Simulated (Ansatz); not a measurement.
# AlBr2F: small, medium and large basis sets

One table from this session's results is given with a row withheld; the runs are named, their logs left out.

Program: Ansatz 0.2.0, Gaussian basis. Level of theory: one geometry, several basis sets. These are calculated values, not measurements.

Plan: PBE0-D4/def2-SVP; ωB97M-V/def2-SVP; PBE0-D4/def2-QZVPP; ωB97M-V/def2-QZVPP; the functionals' def2-TZVPP values are taken from earlier runs.

## The relaxed structure

The geometry comes from an earlier relaxation with PBE0-D4 in a triple-zeta def2 set; it is a stationary point.

SMILES `[F][Al]([Br])[Br]`, 4 atoms, charge 0, spin multiplicity 1.

Atoms are counted from 1 here; the program's logs count them from 0.

Bond lengths: F1–Al2 1.634 Å, Al2–Br3 2.222 Å, Al2–Br4 2.222 Å. Angles: F1–Al2–Br3 119.0°, F1–Al2–Br4 119.0°, Br3–Al2–Br4 122.1°.

Geometry (Å):

```mol
AlBr2F
  3D, bonds by distance, orders not assigned

  4  3  0  0  0  0  0  0  0  0999 V2000
    0.0116    0.5857    1.6532 F   0  0
    0.0136    0.0289    0.1168 Al  0  0
    1.4216   -1.5993   -0.4361 Br  0  0
   -1.3912    0.9244   -1.3541 Br  0  0
  1  2  8  0
  2  3  8  0
  2  4  8  0
M  END
```

Set-up of the first run:

in.yaml reads:

```yaml
crystal:
  periodic: [false, false, false]
  atoms:
    - {symbol: F, position_ang: [0.011560, 0.585656, 1.653158]}
    - {symbol: Al, position_ang: [0.013604, 0.028871, 0.116754]}
    - {symbol: Br, position_ang: [1.421550, -1.599344, -0.436099]}
    - {symbol: Br, position_ang: [-1.391214, 0.924416, -1.354114]}
basis:
  gaussian: {orbitals: def2-SVP}
hamiltonian: {xc: pbe0, dispersion: d4}
output: {orbitals: {seedname: orbitals}}
```

Run with:

```sh
$ ansatz run in.yaml --threads 4 --pin off --events-out ev --progress --plain --max-ram 10444MiB
```

Among the steps run: PBE0-D4 in def2-SVP; ωB97M-V in def2-SVP; PBE0-D4 in def2-QZVPP; ωB97M-V in def2-QZVPP.

One table of the session follows, with a row left open; its other results are not shown here.

It belongs to the step «Functionals by basis». 

| functional | basis | HOMO (eV) | LUMO (eV) |
| --- | --- | --- | --- |
| PBE0-D4 | def2-SVP | -8.81 | -1.33 |
| PBE0-D4 | def2-TZVPP | -8.91 | -1.49 |
| PBE0-D4 | def2-QZVPP | -8.92 | -1.57 |
| ωB97M-V | def2-SVP | ? | ? |
| ωB97M-V | def2-TZVPP | -11.10 | 0.23 |
| ωB97M-V | def2-QZVPP | -11.12 | 0.01 |

Q: Estimate the row for ωB97M-V, def2-SVP from the others.

As computed: HOMO (eV): -10.97; LUMO (eV): 0.43. In the column «HOMO (eV)» it lies between ωB97M-V, def2-TZVPP (-11.10) and PBE0-D4, def2-QZVPP (-8.92).
